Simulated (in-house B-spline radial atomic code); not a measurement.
# Yb: ionisation energy by several methods

One table from this session's results is given with a row withheld; the runs are named, their logs left out.

Method: scalar-relativistic (X2C), several functionals, spin-polarised, exact exchange averaged over the configuration; spherical all-electron atom at the radial basis limit. Code: in-house B-spline radial atomic code version 1.

## The system

| Item | Value |
| --- | --- |
| element | ytterbium (Z = 70) |
| charge | 0 |
| electrons | 70 |
| configuration | [Xe] 4f14 6s2 |
| nucleus | Fermi, rms radius 5.311 fm |

Outer shells as boxes (Hund's rule):

[Xe] 4f14 6s2
```
[Xe] core
4f [↑↓][↑↓][↑↓][↑↓][↑↓][↑↓][↑↓]
6s [↑↓]
```

Where spins are not typed, each open shell is filled with up spins first.

The first run:

The run's settings:

```ini
Z = 70
electrons = 70.0
configuration = [Xe] 4f14 6s2
hamiltonian = x2c
method = b3lyp
spin_polarised = True
nucleus = fermi
rms_radius = 5.3108
mass_number = 174
atomic_mass = 173.938867545
speed_of_light = 137.035999084
exact_exchange = averaged over the configuration
```

Run with:

```console
$ python run_scf.py task.json out
```

task.json lists these runs, among others, and the program works through them in turn.

Steps of the session up to this table: B3LYP, a global hybrid; HSE06, a range-separated hybrid; TPSSh, a global hybrid; PBE0, a global hybrid; CAM-B3LYP, a range-separated hybrid.

One of the session's tables, all rows but one given; the rest of the session is left out.

```
   method  ΔSCF (eV)
    B3LYP      6.369
    TPSSh      6.107
     PBE0      6.155
    HSE06      6.167
CAM-B3LYP          ?
```

Estimate the missing values for CAM-B3LYP.

**Answer.** ΔSCF (eV): 6.286. In the column «ΔSCF (eV)» it lies between HSE06 (6.167) and B3LYP (6.369).
